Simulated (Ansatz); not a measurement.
# Ga100As100, 200 atoms: how the time falls with more hardware

To be measured: the time of a single point at PBE on Ga100As100, and how the time changes with the share of the machine.

Program: Ansatz 0.2.0 (single point, PBE, plane waves PAW). Host: AMD EPYC 7R13 (Zen 3), 96 cores, 96 hardware threads, 1656 GiB, 8 × H100 80GB HBM3, 81559 MiB; it was booked for these runs alone, one at a time. Each run is timed once from launch to exit, start-up included.

## 1. What is computed

The cell holds 200 atoms in 4753 Å³, 5×5×4 copies of a database cell, with the atoms displaced at random so that no symmetry is left.

## 2. First run

The input, input.yaml:

```yaml
crystal:
  lattice:
    - [0.000000, 14.375455, 14.375455]
    - [14.375455, 0.000000, 14.375455]
    - [11.500364, 11.500364, 0.000000]
  atoms:
    - { symbol: Ga, position: [0.004600, -0.001304, 0.000971] }
    - { symbol: As, position: [0.050288, 0.051643, 0.059052] }
    - { symbol: Ga, position: [-0.000816, -0.001479, 0.247357] }
    - { symbol: As, position: [0.048340, 0.048992, 0.311795] }
    - { symbol: Ga, position: [-0.001784, 0.000830, 0.498653] }
    - { symbol: As, position: [0.043708, 0.052343, 0.561536] }
    - { symbol: Ga, position: [-0.001463, 0.000528, 0.750566] }
    - { symbol: As, position: [0.050104, 0.048319, 0.812971] }
    - { symbol: Ga, position: [-0.003025, 0.202840, -0.003113] }
    - { symbol: As, position: [0.049594, 0.250038, 0.063038] }
    - { symbol: Ga, position: [-0.000485, 0.200950, 0.241061] }
    - { symbol: As, position: [0.049540, 0.249430, 0.311114] }
# [... 184 more atoms ...]
    - { symbol: Ga, position: [0.797715, 0.797703, 0.499181] }
    - { symbol: As, position: [0.847864, 0.853233, 0.563751] }
    - { symbol: Ga, position: [0.801657, 0.796649, 0.749440] }
    - { symbol: As, position: [0.849683, 0.850314, 0.813610] }
kpoints:
  mp_grid: { grid: [2, 2, 2] }
hamiltonian:
  xc: pbe
  pseudopotentials: { azcp: { folder: soft_1 } }
scf:
  occupations: { method: fermi_dirac, width: 0.1 }
output: { forces: true }
```

The run is started by

```sh
$ ansatz run input.yaml --backend cuda --devices 8 --events-out ev --progress --plain --runs-dir out
```

## 3. On 1 GPU, 48 threads

input.yaml is that of step 2.

(Steps that only read results are left out.)

**Question.** How long do these runs take on this host, and what pays? Wanted: reference; fastest over GPUs; speed-up from 1 to 8 GPUs.

The runs gave:

```
                 quantity                       value
                reference  14 s on 8 GPUs, 48 threads
        fastest over GPUs                   14 s on 8
speed-up from 1 to 8 GPUs        1.6 (20 % efficient)
```

**Reading.** Going from 1 to 8 GPUs cuts the time by a factor of 1.6, 20 % of the ideal. The figures hold for this build, input and host.
